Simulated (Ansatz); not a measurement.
**GaBNH+ (doublet): from Hartree-Fock to the top rungs, cc-pVDZ**

The task here is to estimate one member of a computed series from the others.

Program: Ansatz 0.2.0, Gaussian basis. Level of theory: cc-pVDZ, core rule «outside noble gas», up to 16 orbitals frozen. These are calculated values, not measurements.

Plan: UHF; CCSD(T) on ROHF; CCSD(T) on UHF; BCCD(T) on ROHF; CISD as a restricted active space (open shells left free, so some higher excitations enter); CCSDT(Q) on ROHF; CCSDT(Q) on UHF; CASSCF and MRCISD+Q, 9 electrons in 9 orbitals; CASSCF and NEVPT4(SD), 9 electrons in 9 orbitals; CASSCF and NEVPT2, 9 electrons in 9 orbitals.

24 further runs of the same task are left out: 7 that didn't finish, 17 set aside as unsound or not needed. Runs told in other sessions of the task aren't counted.

**The system**

The geometry is a PBE0/def2-TZVP stationary point (not a proven minimum) of the parent state, kept for this charge and spin. No spin-orbit coupling is included. The filled d shell of Ga may be among the frozen orbitals whatever the setting's name suggests.

4 atoms, charge 1, spin multiplicity 2.

Atoms are counted from 1 here; the program's logs count them from 0.

Bond lengths: Ga1–N3 1.835 Å, Ga1–H4 1.597 Å, B2–N3 1.258 Å. Angles: N3–Ga1–H4 117.2°, Ga1–N3–B2 162.7°.

The first run:

File in.yaml:

```yaml
crystal:
  periodic: [false, false, false]
  atoms:
    - {symbol: Ga, position_ang: [0.000000, -0.048088, 0.603452]}
    - {symbol: B, position_ang: [0.000000, -0.041715, -2.455252]}
    - {symbol: N, position_ang: [0.000000, 0.180136, -1.217037]}
    - {symbol: H, position_ang: [0.000000, 1.270639, 1.504012]}
basis:
  gaussian: {orbitals: cc-pVDZ}
total_charge: 1
magnetization: {spin_polarized: true, initial_magnetization: 1}
hamiltonian: {xc: hf}
output: {orbitals: {seedname: orbitals}}
```

Started as:

```sh
ansatz run in.yaml --threads 1 --pin off --events-out ev --progress --plain --max-ram 2393MiB
```

Among the steps run: UHF; CCSD(T) on ROHF; CCSD(T) on UHF; BCCD(T) on ROHF; CISD as a restricted active space (open shells left free, so some higher excitations enter); CCSDT(Q) on ROHF; CCSDT(Q) on UHF; CASSCF and MRCISD+Q, 9 electrons in 9 orbitals; CASSCF and NEVPT4(SD), 9 electrons in 9 orbitals; CASSCF and NEVPT2, 9 electrons in 9 orbitals.

One table of the session follows, with a row left open; its other results are not shown here.

| method | from UCCSDT(Q) (kJ/mol) |
| --- | --- |
| ROHF | +755.0 |
| UHF | +748.1 |
| RMP2 | +81.0 |
| UMP2 | ? |
| RCCSD | +38.2 |
| UCCSD | +38.2 |
| RCCSD(T) | +5.8 |
| UCCSD(T) | +6.0 |
| BCCD(T) | +5.7 |
| RCCSDT | +3.4 |
| UCCSDT | +3.4 |
| RCCSDT(Q) | +0.5 |
| UCCSDT(Q) | 0 |
| CASSCF frontier | +423.1 |
| MRCISD frontier | +37.8 |
| MRCISD+Q frontier | +8.0 |

**Question.** Estimate the row for UMP2.

The run gave: from UCCSDT(Q) (kJ/mol): +79.9. In the column «from UCCSDT(Q) (kJ/mol)» it lies between UCCSD (+38.2) and RMP2 (+81.0).

Not comparable, so not listed: CISD as a restricted active space (open shells left free, so some higher excitations enter); CASSCF and NEVPT4(SD), 9 electrons in 9 orbitals; CASSCF and NEVPT2, 9 electrons in 9 orbitals (they don't share determinant, frozen orbitals or solution with the rows shown, or repeat one).

To keep in mind: Restricted and unrestricted rows rest on different reference determinants; a gap between their highest levels can come from leftover correlation error, from unlike frozen cores or from another state. Warnings in the runs' records: passed over end.
